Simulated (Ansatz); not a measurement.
Crystal: GaF.

```xyz
2
Lattice="3.1659 0.0000 0.0000 0.0000 3.1659 0.0000 0.0000 0.0000 3.1659" Properties=species:S:1:pos:R:3 pbc="T T T"
Ga    0.0000    0.0000    0.0000
F     1.5830    1.5830    1.5830
```

The cell was built by a generator and needn't be a form met in nature.

Base run:

```yaml
Program: Ansatz 0.2.0
Functional: r2SCAN
Potentials_or_basis: Ansatz PAW
Cutoff: "500 eV (not typed: the program's choice for these potentials)"
k_mesh: 8 × 8 × 8
Occupations: fermi-dirac, width 0.05 eV
Spin: no spin polarisation
```

Its results: band gap on the k mesh 0.52 eV, indirect (least direct gap 1.46 eV); pressure -1.9 GPa.

Q: The run is repeated on the same cell with these changes: functional from r2SCAN to PBE; cutoff from 500 eV (not typed: the program's choice for these potentials) to 420 eV (not typed: the program's choice for these potentials). What comes out?

A: Band gap on the k mesh 0.34 eV, indirect (least direct gap 1.13 eV); pressure 0.0 GPa.

r2SCAN gives the wider gap, since meta-GGAs in the generalised Kohn-Sham scheme recover part of the derivative discontinuity.

Caveats: the PAW data sets come from PBE, with cores solved anew for the run's functional, which leaves a small shift of forces and pressure (some runs).
